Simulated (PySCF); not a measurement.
Molecule: C2SiH4, in a box.

```
CELL_PARAMETERS angstrom
12.00000 0.00000 0.00000
0.00000 14.00000 0.00000
0.00000 0.00000 12.00000
ATOMIC_POSITIONS crystal
C 0.41490 0.40588 0.53594
C 0.44509 0.48766 0.52679
Si 0.49078 0.61129 0.51294
H 0.38821 0.33359 0.54403
H 0.45542 0.64871 0.40284
H 0.43982 0.66941 0.60283
H 0.61395 0.61547 0.52195
```

Base run:

```yaml
Program: PySCF 2.14.0
Functional: MN15-L
Dispersion: D3
Potentials_or_basis: pob-tzvp-rev2 (all-electron)
k_mesh: 1 × 1 × 1
Occupations: fixed
Spin: no spin polarisation
```

Its results: gap between the frontier levels 6.96 eV.

After a change of settings the same cell gave: gap between the frontier levels 7.68 eV. Which change was it?
A. functional from MN15-L to revTPSS; dispersion from D3 to D3(BJ)
B. functional from MN15-L to PW91; dispersion from D3 to D3(BJ)
C. functional from MN15-L to HSE06; dispersion from D3 to none

C.

Caveats: this is a molecule in a periodic box at the Γ point, so its band gap is the HOMO-LUMO gap; the basis of atomic orbitals isn't converged, which shifts pressures, moduli and gaps; this program's HSE differs a little from the usual definition (some runs).

Runs at the PBE level aren't shown here.
